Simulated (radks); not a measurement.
# Filling a jellium sphere with rs = 2.84 bohr: electrons 36 to 38

Which level does each new electron take in a jellium sphere with rs = 2.84 bohr, and at which counts is the cluster hardest to charge further? Each count tries a few candidate levels and keeps the lowest. The background charge grows with the count, so each cluster is neutral; its cation and anion are computed too.

Method: non-relativistic spin-polarised Kohn-Sham, LDA (Slater exchange, Perdew-Wang correlation), spherically averaged shells; computed with radks, version 2.

### 1 The model

| Quantity | Value |
| --- | --- |
| well | a jellium sphere with rs = 2.84 bohr |
| functional | LDA (Slater exchange, Perdew-Wang correlation) |
| levels | named by radial order: 1s, 1p, 1d, 2s, 1f and so on |
| units | hartree and bohr; summary energies in eV |
| configuration carried in | 1s2 1p6 1d10 2s2 1f14 2p(up 1, down 0) (N = 35, energy -1.993331) |

### 2 36 electrons

Trying: add 2p up. Settings of this run:

```ini
kind = jellium
xc = PW
rs = 2.84  # bohr
electrons = 36
background = 36  # e
configuration = 1s2 1p6 1d10 2s2 1f14 2p(up 2, down 0)
```

Command:

```console
> python run_model.py task.json out
```

task.json names the series; the program runs every candidate in turn, and a move starts from the lowest state found so far. In the records, mag is the spin moment and err the last SCF error.

Main fields of the result record, rounded:

```text
status: converged
energy_total [hartree]: -2.05682796
energy_kinetic [hartree]: 4.299977
energy_external [hartree]: -162.8305
energy_hartree [hartree]: 80.0516
energy_xc [hartree]: -6.500052
energy_background [hartree]: 82.92212
orbitals [level, occupation, hartree, mean radius in bohr]:
  - ["1s up", 1, -0.308503, 5.26113]
  - ["1p up", 3, -0.261869, 6.49407]
  - ["1d up", 5, -0.207643, 7.3211]
  - ["2s up", 1, -0.19256, 6.16255]
  - ["1f up", 7, -0.146354, 7.99391]
  - ["2p up", 2, -0.121638, 7.15365]
  - ["1s down", 1, -0.300614, 5.47503]
  - ["1p down", 3, -0.257485, 6.59279]
  - ["1d down", 5, -0.204844, 7.34956]
  - ["2s down", 1, -0.183981, 6.0438]
  - ["1f down", 7, -0.144015, 7.9909]
r2_mean [bohr^2]: 57.49258
mag [bohr magneton]: 2
err: 1.4e-09
spill_out [electrons]: 5.399717
```

Trying: add 2p down. Changed: configuration = 1s2 1p6 1d10 2s2 1f14 2p(up 1, down 1).

Result:

```text
status: converged
energy_total [hartree]: -2.05268502
energy_kinetic [hartree]: 4.297122
energy_external [hartree]: -162.8201
energy_hartree [hartree]: 80.04215
energy_xc [hartree]: -6.493954
energy_background [hartree]: 82.92212
orbitals [level, occupation, hartree, mean radius in bohr]:
  - ["1s up", 1, -0.304947, 5.35985]
  - ["1p up", 3, -0.259974, 6.54161]
  - ["1d up", 5, -0.206516, 7.33481]
  - ["2s up", 1, -0.188893, 6.103]
  - ["1f up", 7, -0.145447, 7.99226]
  - ["2p up", 1, -0.11793, 7.18935]
  - ["1s down", 1, -0.304947, 5.35985]
  - ["1p down", 3, -0.259974, 6.54161]
  - ["1d down", 5, -0.206516, 7.33481]
  - ["2s down", 1, -0.188893, 6.103]
  - ["1f down", 7, -0.145447, 7.99226]
  - ["2p down", 1, -0.11793, 7.18935]
r2_mean [bohr^2]: 57.51391
mag [bohr magneton]: 0
err: 1e-09
spill_out [electrons]: 5.409696
```

Trying: add 1g up. Changed: configuration = 1s2 1p6 1d10 2s2 1f14 2p(up 1, down 0) 1g(up 1, down 0).

Result:

```text
status: converged
energy_total [hartree]: -2.01346195
energy_kinetic [hartree]: 4.356057
energy_external [hartree]: -162.8384
energy_hartree [hartree]: 80.05767
energy_xc [hartree]: -6.510925
energy_background [hartree]: 82.92212
orbitals [level, occupation, hartree, mean radius in bohr]:
  - ["1s up", 1, -0.310858, 5.14525]
  - ["1p up", 3, -0.262225, 6.4475]
  - ["1d up", 5, -0.207235, 7.29993]
  - ["2s up", 1, -0.195383, 6.16925]
  - ["1f up", 7, -0.145598, 7.98373]
  - ["2p up", 1, -0.122938, 7.12022]
  - ["1g up", 1, -0.078479, 8.65796]
  - ["1s down", 1, -0.305791, 5.21954]
  - ["1p down", 3, -0.258465, 6.47333]
  - ["1d down", 5, -0.203889, 7.2981]
  - ["2s down", 1, -0.189795, 6.11824]
  - ["1f down", 7, -0.142214, 7.97466]
r2_mean [bohr^2]: 57.46049
mag [bohr magneton]: 2
err: 1.1e-10
spill_out [electrons]: 5.318883
```

Trying: move 2p up to 2p down: the same state as a run above.

The cation, at the same background. Changed: electrons = 35, configuration = 1s2 1p6 1d10 2s2 1f14 2p(up 1, down 0).

Result:

```text
status: converged
energy_total [hartree]: -1.88967705
energy_kinetic [hartree]: 4.251144
energy_external [hartree]: -159.3805
energy_hartree [hartree]: 76.67926
energy_xc [hartree]: -6.361656
energy_background [hartree]: 82.92212
orbitals [level, occupation, hartree, mean radius in bohr]:
  - ["1s up", 1, -0.404612, 5.15765]
  - ["1p up", 3, -0.356172, 6.42459]
  - ["1d up", 5, -0.300779, 7.2474]
  - ["2s up", 1, -0.287511, 6.07418]
  - ["1f up", 7, -0.238231, 7.89594]
  - ["2p up", 1, -0.213202, 6.9381]
  - ["1s down", 1, -0.400142, 5.27525]
  - ["1p down", 3, -0.353766, 6.4799]
  - ["1d down", 5, -0.299291, 7.26365]
  - ["2s down", 1, -0.282952, 6.00411]
  - ["1f down", 7, -0.237014, 7.89544]
r2_mean [bohr^2]: 55.85665
mag [bohr magneton]: 1
err: 1.5e-09
spill_out [electrons]: 4.606563
```

The anion, at the same background. Changed: electrons = 37, configuration = 1s2 1p6 1d10 2s2 1f14 2p(up 3, down 0).

Result:

```text
status: converged
energy_total [hartree]: -2.13419434
energy_kinetic [hartree]: 4.333496
energy_external [hartree]: -166.139
energy_hartree [hartree]: 83.37943
energy_xc [hartree]: -6.630199
energy_background [hartree]: 82.92212
orbitals [level, occupation, hartree, mean radius in bohr]:
  - ["1s up", 1, -0.216324, 5.35306]
  - ["1p up", 3, -0.171224, 6.55652]
  - ["1d up", 5, -0.118017, 7.38999]
  - ["2s up", 1, -0.101391, 6.25861]
  - ["1f up", 7, -0.0578784, 8.09498]
  - ["2p up", 3, -0.0338216, 7.43427]
  - ["1s down", 1, -0.205851, 5.64257]
  - ["1p down", 3, -0.165235, 6.6886]
  - ["1d down", 5, -0.114089, 7.4268]
  - ["2s down", 1, -0.0894103, 6.11165]
  - ["1f down", 7, -0.0545265, 8.08676]
r2_mean [bohr^2]: 59.34105
mag [bohr magneton]: 3
err: 3.1e-10
spill_out [electrons]: 6.279166
```

| candidate | configuration | above the lowest (eV) |
| --- | --- | --- |
| add 2p up | 1s2 1p6 1d10 2s2 1f14 2p(up 2, down 0) | lowest |
| add 2p down | 1s2 1p6 1d10 2s2 1f14 2p(up 1, down 1) | 0.113 |
| add 1g up | 1s2 1p6 1d10 2s2 1f14 2p(up 1, down 0) 1g(up 1, down 0) | 1.18 |
| move 2p up to 2p down | 1s2 1p6 1d10 2s2 1f14 2p(up 1, down 1) | 0.113 |

Kept: 1s2 1p6 1d10 2s2 1f14 2p(up 2, down 0).

From the same record, its empty bound levels (hartree) and its density (bohr, e/bohr³):

```text
empty: [["1g up", -0.079399], ["2d up", -0.053914], ["3s up", -0.051229], ["2p down", -0.11334], ["1g down", -0.077003], ["2d down", -0.048719], ["3s down", -0.046756]]
r: [0.3033, 1.065, 1.828, 2.59, 3.352, 4.114, 4.876, 5.638, 6.4, 7.162, 7.925, 8.687, 9.449, 10.21, 10.97, 11.74, 12.5, 13.26, 14.02, 14.78]
n: [0.01134, 0.01119, 0.01083, 0.01029, 0.009779, 0.009637, 0.01007, 0.01088, 0.01142, 0.01094, 0.009069, 0.006296, 0.003632, 0.001818, 0.0008356, 0.0003605, 0.000152, 6.279e-05, 2.561e-05, 1.039e-05]
```

### 3 37 electrons

Trying: add 2p up. Settings of this run:

```ini
kind = jellium
xc = PW
rs = 2.84  # bohr
electrons = 37
background = 37  # e
configuration = 1s2 1p6 1d10 2s2 1f14 2p(up 3, down 0)
```

Main fields of the result record, rounded:

```text
status: converged
energy_total [hartree]: -2.12238413
energy_kinetic [hartree]: 4.405189
energy_external [hartree]: -170.4509
energy_hartree [hartree]: 83.80559
energy_xc [hartree]: -6.67877
energy_background [hartree]: 86.79655
orbitals [level, occupation, hartree, mean radius in bohr]:
  - ["1s up", 1, -0.309054, 5.39494]
  - ["1p up", 3, -0.264642, 6.5787]
  - ["1d up", 5, -0.21179, 7.38502]
  - ["2s up", 1, -0.194173, 6.18127]
  - ["1f up", 7, -0.151549, 8.04302]
  - ["2p up", 3, -0.124966, 7.17411]
  - ["1s down", 1, -0.298255, 5.69863]
  - ["1p down", 3, -0.25845, 6.71577]
  - ["1d down", 5, -0.207728, 7.4254]
  - ["2s down", 1, -0.181457, 6.02285]
  - ["1f down", 7, -0.148131, 8.03949]
r2_mean [bohr^2]: 58.54155
mag [bohr magneton]: 3
err: 5e-11
spill_out [electrons]: 5.589932
```

Trying: add 2p down. Changed: configuration = 1s2 1p6 1d10 2s2 1f14 2p(up 2, down 1).

Result:

```text
status: converged
energy_total [hartree]: -2.11442836
energy_kinetic [hartree]: 4.400014
energy_external [hartree]: -170.4319
energy_hartree [hartree]: 83.78822
energy_xc [hartree]: -6.667271
energy_background [hartree]: 86.79655
orbitals [level, occupation, hartree, mean radius in bohr]:
  - ["1s up", 1, -0.306134, 5.48197]
  - ["1p up", 3, -0.263104, 6.62118]
  - ["1d up", 5, -0.210918, 7.39754]
  - ["2s up", 1, -0.191059, 6.12658]
  - ["1f up", 7, -0.150876, 8.04151]
  - ["2p up", 2, -0.121767, 7.20377]
  - ["1s down", 1, -0.302533, 5.58332]
  - ["1p down", 3, -0.261047, 6.66678]
  - ["1d down", 5, -0.20957, 7.41091]
  - ["2s down", 1, -0.186848, 6.07316]
  - ["1f down", 7, -0.14974, 8.04035]
  - ["2p down", 1, -0.117798, 7.24745]
r2_mean [bohr^2]: 58.57922
mag [bohr magneton]: 1
err: 1.4e-09
spill_out [electrons]: 5.608034
```

Trying: add 1g up. Changed: configuration = 1s2 1p6 1d10 2s2 1f14 2p(up 2, down 0) 1g(up 1, down 0).

Result:

```text
status: converged
energy_total [hartree]: -2.08157556
energy_kinetic [hartree]: 4.460347
energy_external [hartree]: -170.4665
energy_hartree [hartree]: 83.8165
energy_xc [hartree]: -6.688482
energy_background [hartree]: 86.79655
orbitals [level, occupation, hartree, mean radius in bohr]:
  - ["1s up", 1, -0.311285, 5.27288]
  - ["1p up", 3, -0.264882, 6.52852]
  - ["1d up", 5, -0.211232, 7.36242]
  - ["2s up", 1, -0.197022, 6.19087]
  - ["1f up", 7, -0.150627, 8.03244]
  - ["2p up", 2, -0.126311, 7.13803]
  - ["1g up", 1, -0.0842974, 8.68643]
  - ["1s down", 1, -0.302509, 5.45212]
  - ["1p down", 3, -0.259029, 6.60309]
  - ["1d down", 5, -0.206555, 7.37613]
  - ["2s down", 1, -0.187288, 6.08472]
  - ["1f down", 7, -0.146163, 8.02374]
r2_mean [bohr^2]: 58.49618
mag [bohr magneton]: 3
err: 2.8e-10
spill_out [electrons]: 5.501112
```

Trying: move 2p up to 2p down: the same state as a run above.

The cation, at the same background. Changed: electrons = 36, configuration = 1s2 1p6 1d10 2s2 1f14 2p(up 2, down 0).

Result:

```text
status: converged
energy_total [hartree]: -1.95217146
energy_kinetic [hartree]: 4.358895
energy_external [hartree]: -166.9401
energy_hartree [hartree]: 80.37036
energy_xc [hartree]: -6.537904
energy_background [hartree]: 86.79655
orbitals [level, occupation, hartree, mean radius in bohr]:
  - ["1s up", 1, -0.404295, 5.28971]
  - ["1p up", 3, -0.358156, 6.50818]
  - ["1d up", 5, -0.304163, 7.31278]
  - ["2s up", 1, -0.28838, 6.09749]
  - ["1f up", 7, -0.242724, 7.94936]
  - ["2p up", 2, -0.215998, 6.96547]
  - ["1s down", 1, -0.396207, 5.51222]
  - ["1p down", 3, -0.353661, 6.60973]
  - ["1d down", 5, -0.301297, 7.34313]
  - ["2s down", 1, -0.27939, 5.9711]
  - ["1f down", 7, -0.240355, 7.94872]
r2_mean [bohr^2]: 56.91545
mag [bohr magneton]: 2
err: 1.2e-09
spill_out [electrons]: 4.791795
```

The anion, at the same background. Changed: electrons = 38, configuration = 1s2 1p6 1d10 2s2 1f14 2p(up 3, down 1).

Result:

```text
status: converged
energy_total [hartree]: -2.19256979
energy_kinetic [hartree]: 4.429269
energy_external [hartree]: -173.7874
energy_hartree [hartree]: 87.16388
energy_xc [hartree]: -6.7949
energy_background [hartree]: 86.79655
orbitals [level, occupation, hartree, mean radius in bohr]:
  - ["1s up", 1, -0.215603, 5.55835]
  - ["1p up", 3, -0.173726, 6.6769]
  - ["1d up", 5, -0.122402, 7.46158]
  - ["2s up", 1, -0.101441, 6.22506]
  - ["1f up", 7, -0.0633952, 8.13479]
  - ["2p up", 3, -0.0352401, 7.47239]
  - ["1s down", 1, -0.209145, 5.74265]
  - ["1p down", 3, -0.169941, 6.75926]
  - ["1d down", 5, -0.119865, 7.48509]
  - ["2s down", 1, -0.0935644, 6.13726]
  - ["1f down", 7, -0.0612214, 8.13052]
  - ["2p down", 1, -0.0280718, 7.58597]
r2_mean [bohr^2]: 60.44575
mag [bohr magneton]: 2
err: 6.3e-10
spill_out [electrons]: 6.49719
```

| candidate | configuration | above the lowest (eV) |
| --- | --- | --- |
| add 2p up | 1s2 1p6 1d10 2s2 1f14 2p(up 3, down 0) | lowest |
| add 2p down | 1s2 1p6 1d10 2s2 1f14 2p(up 2, down 1) | 0.216 |
| add 1g up | 1s2 1p6 1d10 2s2 1f14 2p(up 2, down 0) 1g(up 1, down 0) | 1.11 |
| move 2p up to 2p down | 1s2 1p6 1d10 2s2 1f14 2p(up 2, down 1) | 0.216 |

The series goes on from 1s2 1p6 1d10 2s2 1f14 2p(up 3, down 0).

### 4 38 electrons

Trying: add 2p down. Settings of this run:

```ini
kind = jellium
xc = PW
rs = 2.84  # bohr
electrons = 38
background = 38  # e
configuration = 1s2 1p6 1d10 2s2 1f14 2p(up 3, down 1)
```

Main fields of the result record, rounded:

```text
status: converged
energy_total [hartree]: -2.17821236
energy_kinetic [hartree]: 4.502564
energy_external [hartree]: -178.1874
energy_hartree [hartree]: 87.60899
energy_xc [hartree]: -6.843816
energy_background [hartree]: 90.74142
orbitals [level, occupation, hartree, mean radius in bohr]:
  - ["1s up", 1, -0.307065, 5.61047]
  - ["1p up", 3, -0.265966, 6.70383]
  - ["1d up", 5, -0.215058, 7.46125]
  - ["2s up", 1, -0.192796, 6.14686]
  - ["1f up", 7, -0.156034, 8.09129]
  - ["2p up", 3, -0.125158, 7.22309]
  - ["1s down", 1, -0.300469, 5.80161]
  - ["1p down", 3, -0.262081, 6.78844]
  - ["1d down", 5, -0.212448, 7.48661]
  - ["2s down", 1, -0.184489, 6.0531]
  - ["1f down", 7, -0.153822, 8.08957]
  - ["2p down", 1, -0.117521, 7.31152]
r2_mean [bohr^2]: 59.62472
mag [bohr magneton]: 2
err: 1.8e-10
spill_out [electrons]: 5.80439
```

Trying: add 1g up. Changed: configuration = 1s2 1p6 1d10 2s2 1f14 2p(up 3, down 0) 1g(up 1, down 0).

Result:

```text
status: converged
energy_total [hartree]: -2.15160767
energy_kinetic [hartree]: 4.564018
energy_external [hartree]: -178.2372
energy_hartree [hartree]: 87.64916
energy_xc [hartree]: -6.868988
energy_background [hartree]: 90.74142
orbitals [level, occupation, hartree, mean radius in bohr]:
  - ["1s up", 1, -0.311489, 5.40813]
  - ["1p up", 3, -0.267309, 6.61324]
  - ["1d up", 5, -0.215011, 7.42613]
  - ["2s up", 1, -0.198268, 6.20829]
  - ["1f up", 7, -0.155435, 8.08177]
  - ["2p up", 3, -0.129266, 7.16054]
  - ["1g up", 1, -0.0898931, 8.71683]
  - ["1s down", 1, -0.29968, 5.68067]
  - ["1p down", 3, -0.259614, 6.72914]
  - ["1d down", 5, -0.20909, 7.45364]
  - ["2s down", 1, -0.184483, 6.0601]
  - ["1f down", 7, -0.149943, 8.07381]
r2_mean [bohr^2]: 59.51613
mag [bohr magneton]: 4
err: 3.7e-11
spill_out [electrons]: 5.682366
```

Trying: add 1g down. Changed: configuration = 1s2 1p6 1d10 2s2 1f14 2p(up 3, down 0) 1g(up 0, down 1).

Result:

```text
status: converged
energy_total [hartree]: -2.14822145
energy_kinetic [hartree]: 4.564837
energy_external [hartree]: -178.2357
energy_hartree [hartree]: 87.64751
energy_xc [hartree]: -6.866243
energy_background [hartree]: 90.74142
orbitals [level, occupation, hartree, mean radius in bohr]:
  - ["1s up", 1, -0.310785, 5.36765]
  - ["1p up", 3, -0.265944, 6.58531]
  - ["1d up", 5, -0.213206, 7.4103]
  - ["2s up", 1, -0.197118, 6.22762]
  - ["1f up", 7, -0.153378, 8.07575]
  - ["2p up", 3, -0.128228, 7.17317]
  - ["1s down", 1, -0.300746, 5.72062]
  - ["1p down", 3, -0.261246, 6.75357]
  - ["1d down", 5, -0.211092, 7.46785]
  - ["2s down", 1, -0.185655, 6.04504]
  - ["1f down", 7, -0.15217, 8.07977]
  - ["1g down", 1, -0.0865897, 8.70042]
r2_mean [bohr^2]: 59.51868
mag [bohr magneton]: 2
err: 1.1e-09
spill_out [electrons]: 5.679837
```

Trying: move 2p up to 2p down. Changed: configuration = 1s2 1p6 1d10 2s2 1f14 2p(up 2, down 2).

Result:

```text
status: converged
energy_total [hartree]: -2.17439786
energy_kinetic [hartree]: 4.500209
energy_external [hartree]: -178.1788
energy_hartree [hartree]: 87.60111
energy_xc [hartree]: -6.838387
energy_background [hartree]: 90.74142
orbitals [level, occupation, hartree, mean radius in bohr]:
  - ["1s up", 1, -0.304061, 5.69999]
  - ["1p up", 3, -0.264256, 6.74471]
  - ["1d up", 5, -0.213967, 7.47348]
  - ["2s up", 1, -0.189159, 6.09816]
  - ["1f up", 7, -0.155134, 8.09026]
  - ["2p up", 2, -0.121693, 7.26041]
  - ["1s down", 1, -0.304061, 5.69999]
  - ["1p down", 3, -0.264256, 6.74471]
  - ["1d down", 5, -0.213967, 7.47348]
  - ["2s down", 1, -0.189159, 6.09816]
  - ["1f down", 7, -0.155134, 8.09026]
  - ["2p down", 2, -0.121693, 7.26041]
r2_mean [bohr^2]: 59.64115
mag [bohr magneton]: 0
err: 8.4e-10
spill_out [electrons]: 5.812558
```

The cation, at the same background. Changed: electrons = 37, configuration = 1s2 1p6 1d10 2s2 1f14 2p(up 3, down 0).

Result:

```text
status: converged
energy_total [hartree]: -2.01680995
energy_kinetic [hartree]: 4.465841
energy_external [hartree]: -174.6427
energy_hartree [hartree]: 84.13587
energy_xc [hartree]: -6.717284
energy_background [hartree]: 90.74142
orbitals [level, occupation, hartree, mean radius in bohr]:
  - ["1s up", 1, -0.403792, 5.42892]
  - ["1p up", 3, -0.35993, 6.59525]
  - ["1d up", 5, -0.307343, 7.37915]
  - ["2s up", 1, -0.28887, 6.11653]
  - ["1f up", 7, -0.247001, 8.003]
  - ["2p up", 3, -0.218372, 6.99632]
  - ["1s down", 1, -0.392787, 5.74244]
  - ["1p down", 3, -0.353606, 6.73542]
  - ["1d down", 5, -0.303194, 7.4219]
  - ["2s down", 1, -0.275585, 5.94907]
  - ["1f down", 7, -0.243542, 8.00259]
r2_mean [bohr^2]: 57.95784
mag [bohr magneton]: 3
err: 1.6e-09
spill_out [electrons]: 4.976031
```

The anion, at the same background. Changed: electrons = 39, configuration = 1s2 1p6 1d10 2s2 1f14 2p(up 3, down 2).

Result:

```text
status: converged
energy_total [hartree]: -2.25304949
energy_kinetic [hartree]: 4.525598
energy_external [hartree]: -181.5835
energy_hartree [hartree]: 91.02694
energy_xc [hartree]: -6.963547
energy_background [hartree]: 90.74142
orbitals [level, occupation, hartree, mean radius in bohr]:
  - ["1s up", 1, -0.21494, 5.7627]
  - ["1p up", 3, -0.175995, 6.79494]
  - ["1d up", 5, -0.126442, 7.53344]
  - ["2s up", 1, -0.100964, 6.19849]
  - ["1f up", 7, -0.0685466, 8.17697]
  - ["2p up", 3, -0.0363232, 7.51847]
  - ["1s down", 1, -0.211952, 5.85019]
  - ["1p down", 3, -0.174197, 6.83347]
  - ["1d down", 5, -0.12521, 7.54472]
  - ["2s down", 1, -0.0970792, 6.15998]
  - ["1f down", 7, -0.0674881, 8.17532]
  - ["2p down", 2, -0.032859, 7.57455]
r2_mean [bohr^2]: 61.5158
mag [bohr magneton]: 1
err: 1.7e-09
spill_out [electrons]: 6.710762
```

| candidate | configuration | above the lowest (eV) |
| --- | --- | --- |
| add 2p down | 1s2 1p6 1d10 2s2 1f14 2p(up 3, down 1) | lowest |
| add 1g up | 1s2 1p6 1d10 2s2 1f14 2p(up 3, down 0) 1g(up 1, down 0) | 0.724 |
| add 1g down | 1s2 1p6 1d10 2s2 1f14 2p(up 3, down 0) 1g(up 0, down 1) | 0.816 |
| move 2p up to 2p down | 1s2 1p6 1d10 2s2 1f14 2p(up 2, down 2) | 0.104 |

Lowest: 1s2 1p6 1d10 2s2 1f14 2p(up 3, down 1).

### 5 Collected

| N | configuration | unpaired | E/N (eV) | ionisation (eV) | affinity (eV) | second difference (eV) | spill-out (e) |
| --- | --- | --- | --- | --- | --- | --- | --- |
| 36 | 1s2 1p6 1d10 2s2 1f14 2p(up 2, down 0) | 2 | -1.555 | 4.55 | 2.11 | -0.056 | 5.40 |
| 37 | 1s2 1p6 1d10 2s2 1f14 2p(up 3, down 0) | 3 | -1.561 | 4.63 | 1.91 | 0.265 | 5.59 |
| 38 | 1s2 1p6 1d10 2s2 1f14 2p(up 3, down 1) | 2 | -1.560 | 4.39 | 2.04 | - | 5.80 |

The second difference is E(N+1) + E(N-1) - 2E(N) of neutral clusters.

Density of N = 38:

r (bohr), 1000 × density and a bar:
```
     0.31       9.72 ###########################
     1.47      10.39 #############################
     2.64      10.88 ##############################
     3.80      10.50 #############################
     4.97      10.26 ############################
     6.13      10.87 ##############################
     7.29      10.66 #############################
     8.46       7.73 #####################
     9.62       3.68 ##########
    10.79       1.26 ###
    11.95       0.37 #
    13.12       0.10 
    14.28       0.03 
    15.44       0.01
```

### 6 Results

```
                 quantity                                   value
       closed shells at N                      none in this range
largest second difference    0.265 eV at N = 37 (of N = 36 to 37)
  most unpaired electrons                             3 at N = 37
      ionisation energies                         4.39 to 4.63 eV
  configuration at N = 38  1s2 1p6 1d10 2s2 1f14 2p(up 3, down 1)
```

What this shows: No closed-shell configuration falls in this range; the second difference peaks at N = 37, where a shell is half full. The largest moment in range is 3, first at N = 37: exchange favours parallel spins in open shells. The ions keep the filling of the neutral cluster, less or plus one electron, without a search of their own. The model keeps every shell spherical, so real clusters and dots, which can deform, may order levels otherwise.
